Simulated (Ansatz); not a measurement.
**CH5AsO: one structure at several levels**

An exercise on one series of results from a longer session: the logs are not shown, and one member is left open.

Method: single points in def2-TZVPP; program: Ansatz 0.2.0, Gaussian basis.

Cores are frozen in the correlated methods. Filled d shells of the heavier atoms are correlated.

## The starting structure

SMILES `OC[AsH2]`, 8 atoms, charge 0, spin multiplicity 1.

Atoms are counted from 1 here; the program's logs count them from 0.

Bond lengths: O1–C2 1.448 Å, O1–H4 0.965 Å, C2–As3 2.046 Å, C2–H5 1.088 Å, C2–H6 1.102 Å, As3–H7 1.490 Å, As3–H8 1.543 Å. Angles: C2–O1–H4 104.1°, O1–C2–As3 109.8°, O1–C2–H5 113.2°, O1–C2–H6 99.9°, As3–C2–H5 118.2°, As3–C2–H6 102.6°, H5–C2–H6 111.2°, C2–As3–H7 88.4°, C2–As3–H8 92.0°, H7–As3–H8 86.9°.

As a file:

```xyz
8
CH5AsO
O    -1.4449    0.7498   -0.4496
C    -0.1519    0.6012    0.1858
As    0.9955   -0.7181   -0.8772
H    -1.9141   -0.0611   -0.2195
H    -0.2169    0.4730    1.2639
H     0.2984    1.5732   -0.0732
H     0.3478   -1.8253   -0.1196
H     2.0887   -0.7267    0.2113
```

The first run:

Input file run/in.yaml:

```yaml
crystal:
  periodic: [false, false, false]
  atoms:
    - {symbol: O, position_ang: [-1.444900, 0.749800, -0.449600]}
    - {symbol: C, position_ang: [-0.151900, 0.601200, 0.185800]}
    - {symbol: As, position_ang: [0.995500, -0.718100, -0.877200]}
    - {symbol: H, position_ang: [-1.914100, -0.061100, -0.219500]}
    - {symbol: H, position_ang: [-0.216900, 0.473000, 1.263900]}
    - {symbol: H, position_ang: [0.298400, 1.573200, -0.073200]}
    - {symbol: H, position_ang: [0.347800, -1.825300, -0.119600]}
    - {symbol: H, position_ang: [2.088700, -0.726700, 0.211300]}
basis:
  gaussian: {orbitals: def2-TZVPP}
correlation: {method: ccsd_t}
output: {forces: true}
```

No record of the launch command was kept for these runs.

Steps of the session up to this table: CCSD(T)/def2-TZVPP; PBE0-D4/def2-TZVPP; wB97M-V/def2-TZVPP; r2SCAN-D4/def2-TZVPP; PBE-D4/def2-TZVPP; r2SCANh-D4/def2-TZVPP; BLYP-D4/def2-TZVPP.

One of the session's tables, all rows but one given; the rest of the session is left out.

```
    method  RMS force component (eV/Å)  angle to CCSD(T) forces (°)  dipole (D)
   CCSD(T)                       0.655                    reference        1.57
   PBE0-D4                           ?                            ?           ?
   wB97M-V                       0.689                          4.1        1.52
 r2SCAN-D4                       0.649                          7.4        1.54
    PBE-D4                       0.590                         22.4        1.43
r2SCANh-D4                       0.697                          7.4        1.56
   BLYP-D4                       0.564                         25.5        1.36
```

Q: Estimate the row for PBE0-D4 from the others.

As computed: RMS force component (eV/Å): 0.718; angle to CCSD(T) forces (°): 10.5; dipole (D): 1.55. In the column «RMS force component (eV/Å)» it is the highest.
